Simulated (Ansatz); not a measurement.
**CH₄BrSn radical: a ladder of functionals and wavefunction methods**

How much do the methods differ for CH₄BrSn radical? The plan is to run it at one geometry with functionals of several rungs and with coupled cluster, and see how far each lands from CCSD(T) at the basis-set limit for the atomisation energy.

Computed with Ansatz 0.2.0, Gaussian basis. Level: functionals in def2-TZVPP, the program's frozen cores in correlated methods.

The runs, in order: LDA (SPW92), PBE-D4, revPBE-D4, BLYP-D4, r2SCAN-D4, B97M-V, PBE0-D4, B3LYP-D4, r2SCANh-D4, r2SCAN0-D4, HSE06-D4, BHLYP-D4, CAM-B3LYP-D4, LC-ωPBE, ωB97X-V, ωB97M-V, B2PLYP, PBE-QIDH; CCSD(T)/def2-SVP; CCSD(T)/def2-TZVPP; MP2/def2-QZVPP; extrapolation to the limit; RPA on PBE.

## 1. The relaxed structure

The geometry comes from an earlier relaxation with PBE0-D4 in a triple-zeta def2 set; it is a stationary point, not always the lowest conformer. Sn takes the def2 core potential; no spin-orbit term is included.

SMILES `[CH3][SnH][Br]`, 7 atoms, charge 0, spin multiplicity 2.

Atoms are counted from 1 here; the program's logs count them from 0.

Bond lengths: C1–Sn2 2.155 Å, C1–H4 1.091 Å, C1–H5 1.088 Å, C1–H6 1.090 Å, Sn2–Br3 2.506 Å, Sn2–H7 1.731 Å. Angles: Sn2–C1–H4 107.4°, Sn2–C1–H5 109.4°, Sn2–C1–H6 109.7°, H4–C1–H5 109.9°, H4–C1–H6 110.1°, H5–C1–H6 110.2°, C1–Sn2–Br3 104.8°, C1–Sn2–H7 111.5°, Br3–Sn2–H7 104.5°.

## 2. LDA

This LDA is Slater exchange with PW92 correlation.

Input file in.yaml:

```yaml
crystal:
  periodic: [false, false, false]
  atoms:
    - {symbol: C, position_ang: [-0.807768, 0.563862, -0.181694]}
    - {symbol: Sn, position_ang: [0.586640, -1.074685, -0.300211]}
    - {symbol: Br, position_ang: [1.344594, -1.443979, 2.059853]}
    - {symbol: H, position_ang: [-0.282627, 1.407955, 0.267875]}
    - {symbol: H, position_ang: [-1.651497, 0.277137, 0.443078]}
    - {symbol: H, position_ang: [-1.152937, 0.826305, -1.181557]}
    - {symbol: H, position_ang: [2.024696, -0.624594, -1.153045]}
basis:
  gaussian: {orbitals: def2-TZVPP}
magnetization: {spin_polarized: true, initial_magnetization: 1}
hamiltonian: {xc: lda}
output: {orbitals: {seedname: orbitals}}
```

The run is started by

```sh
$ ansatz run in.yaml --threads 2 --pin off --events-out ev --progress --plain --max-ram 32768MiB --backend cpu
```

Further steps of the session: PBE-D4 (GGA); revPBE-D4 (GGA); BLYP-D4 (GGA); r2SCAN-D4 (meta-GGA); B97M-V (meta-GGA); B3LYP-D4 (hybrid); r2SCANh-D4 (hybrid); r2SCAN0-D4 (hybrid); HSE06-D4 (hybrid); BHLYP-D4 (hybrid); CAM-B3LYP-D4 (range-separated); LC-ωPBE (range-separated); ωB97X-V (range-separated); ωB97M-V (range-separated); B2PLYP (double hybrid); PBE-QIDH (double hybrid); CCSD(T) in def2-SVP; CCSD(T) in def2-TZVPP; MP2 in def2-QZVPP; RPA on PBE orbitals.

Before running them: what should the planned runs give, taken together? Wanted: atomisation energy, CCSD(T)/CBS; farthest beyond LDA; mean size of error, GGA; mean size of error, meta-GGA; mean size of error, hybrid; mean size of error, range-separated; mean size of error, double hybrid; gap, smallest and largest; T1 diagnostic.

As calculated:

```
                               quantity                                                                                      value
        atomisation energy, CCSD(T)/CBS                                                                             494.9 kcal/mol
functionals within 4.9 kcal/mol (1.0 %)  PBE-D4, r2SCAN-D4, B97M-V, PBE0-D4, B3LYP-D4, r2SCANh-D4, HSE06-D4, CAM-B3LYP-D4, ωB97X-V
                    farthest beyond LDA                                                                  BHLYP-D4 (-14.1 kcal/mol)
                mean size of error, GGA                                                                               6.5 kcal/mol
           mean size of error, meta-GGA                                                                               0.6 kcal/mol
             mean size of error, hybrid                                                                               5.6 kcal/mol
    mean size of error, range-separated                                                                               5.3 kcal/mol
      mean size of error, double hybrid                                                                               9.1 kcal/mol
              gap, smallest and largest                                                   0.70 eV (LDA (SPW92)), 7.57 eV (LC-ωPBE)
                          T1 diagnostic                                                                                     0.0122
triples share of the correlation energy                                                                                      3.2 %
```

In words: The LDA atomisation energy is off by 62.6 kcal/mol (13 %): it overbinds. PBE-D4 misses by +1.7 kcal/mol. Double hybrids carry the basis error of their MP2 part in triple zeta, and no dispersion term here, so their miss is partly the set-up's. Taken by rung, meta-GGA functionals do best (0.6 kcal/mol on average) and double hybrid ones worst beyond LDA (9.1 kcal/mol). Misses under about 4.9 kcal/mol are within the doubt on the reference itself, which lacks core-valence correlation, spin-orbit coupling and higher excitations, and its outer-core shells are covered unevenly. All levels share the lack of spin-orbit coupling, which lowers the free heavy atoms and so the true binding. Hartree-Fock recovers 73 % of the binding; the rest is correlation. CCSD(T) in def2-SVP is off by -34.8 kcal/mol, worse than the median functional, from the basis alone. Orbital gaps span 0.7 to 7.6 eV; exact exchange widens them. Correlated methods include outer-core shells of Br, Sn, which these sets cover unevenly.
